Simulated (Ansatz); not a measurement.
# RbEr: the cost of one run

Program: Ansatz 0.2.0. Level of theory: DFT PBE, scalar-relativistic, plane waves, PAW; 4f electrons in the core of a trivalent norm-conserving potential. These are calculated values, not measurements.

### Step 1. The structure to begin with

Symmetry: Cmmm, No. 65, orthorhombic system. Conventional cell: a = 4.101 Å, b = 5.801 Å, c = 5.748 Å, α = 90.00°, β = 90.00°, γ = 90.00°. Rb (site symmetry mmm) has 4 Er at 3.53 Å and 4 Rb at 3.55 Å in its first shell of neighbours. Er (site symmetry mmm) has 4 Rb at 3.53 Å and 4 Er at 3.55 Å in its first shell of neighbours.

As a file:

```
Rb Er
1.0
     2.05029   -2.90054    0.00000
     2.05029    2.90054    0.00000
     0.00000    0.00000    5.74814
Rb Er
1 1
Direct
  0.50000 0.50000 0.50000
  0.00000 0.00000 0.00000
```

The cell is invented: species swapped into a database cell of TiW (Cmmm, No. 65), with Er on the Ti sites and Rb on the W sites. Lengths come from tabulated atomic sizes and are only a guess.

### Step 2. Probe: one point on a coarse mesh

File input.yaml:

```yaml
crystal:
  lattice:
    - [2.0502929, -2.90053821, 0.0]
    - [2.0502929, 2.90053821, 0.0]
    - [0.0, 0.0, 5.74813526]
  atoms:
    - { symbol: Rb, position: [0.5, 0.5, 0.5] }
    - { symbol: Er, position: [0.0, 0.0, 0.0] }
basis:
  ecutwfc: 770
kpoints:
  mp_grid: { grid: [6, 6, 4] }
hamiltonian:
  xc: pbe
  pseudopotentials:
    kind: paw
    azcp: { Er: "pseudopotentials/pbe/nc/lanthanide_3plus/Er.nc.azcp" }
scf:
  occupations: { method: gaussian, width: 0.1 }
  lower_state_search: "off"
output:
  forces: true
  stress: true
  eigenvalues: true
```

The run is started by

```sh
ansatz run input.yaml --threads 1 --pin off --max-ram 2560MiB --backend cpu --events-out ev --progress --plain --runs-dir out
```

What time and memory should one allow on 1 thread of Intel Xeon at 2.70GHz, shared host?

About 4.3 s, with a peak of 0.4 GiB.
